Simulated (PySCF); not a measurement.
# SbTe: bond curves at several levels of theory

Aim: find the lowest electronic state of SbTe, scan its bond at several levels of theory, and get bond length, wavenumber and dissociation energy from each curve.

The runs use PySCF 2.14.0; Sb def2-SVP with ECP28, Te def2-SVP with ECP28, scalar-relativistic core potentials.

2 further runs of the same task are left out: 2 that didn't finish.

**1. Input**

Settings of the job:

- atoms: Sb, Te
- charge: 0
- basis: Sb def2-SVP with ECP28, Te def2-SVP with ECP28
- Hamiltonian: scalar-relativistic core potentials
- basis functions: 52
- electrons treated: 47
- masses in u: 120.9038, 129.9062
- levels: PBE0, PBE, r²SCAN, TPSS, B97-3, LC-ωPBE, HF, MP2, SCS-MP2
- grid: 80 radial by 434 angular points
- occupations: held fixed by the projection of orbital angular momentum
- dissociation limit: Sb + Te, each in its ground configuration
- starting distance in angstrom: 2.685
- values of 2S to try: 1, 3, 5

Run with:

```bash
$ OMP_NUM_THREADS=1 python dia.py task.json out
```

After this run come: PBE0 along the bond; Other states along the same grid; PBE (GGA); r²SCAN (meta-GGA); TPSS; B97-3; LC-ωPBE (range-separated hybrid); UHF.

**Question.** What will these runs give? Wanted: for each run, Re; ωe; De; μ.

**Answer**, as computed:

Lowest PBE0 solution found, without spin–orbit coupling: ²Π (doublet), unpaired electrons π ↑. The other levels ran on it alone.

```csv
level,Re (Å),ωe (cm⁻¹),De (eV),μ (D)
PBE,2.576,253.3,3.03,-1.03
TPSS,2.566,256.7,2.92,-1.08
r²SCAN,2.556,254.3,2.63,-1.17
B97-3,2.555,260.3,2.61,-1.33
```

De is counted to Sb + Te in their ground configurations. A positive dipole means Sb(−)Te(+). No constants: UHF (the points don't follow one smooth fit); UHF-MP2 (the points don't follow one smooth fit); UHF-SCS-MP2 (the points don't follow one smooth fit); PBE0 (the points don't follow one smooth fit); LC-ωPBE (the points don't follow one smooth fit).

**Reading.** The methods spread over 0.020 Å in bond length, from B97-3 to PBE. Among the levels with a De in the table, it runs from 2.61 eV (B97-3) to 3.03 eV (PBE).

Correlated steps freeze 8 core orbitals. These are scalar-relativistic numbers at best; spin–orbit coupling would shift them, the dissociation energy most. With spin–orbit coupling the term label itself may not hold.
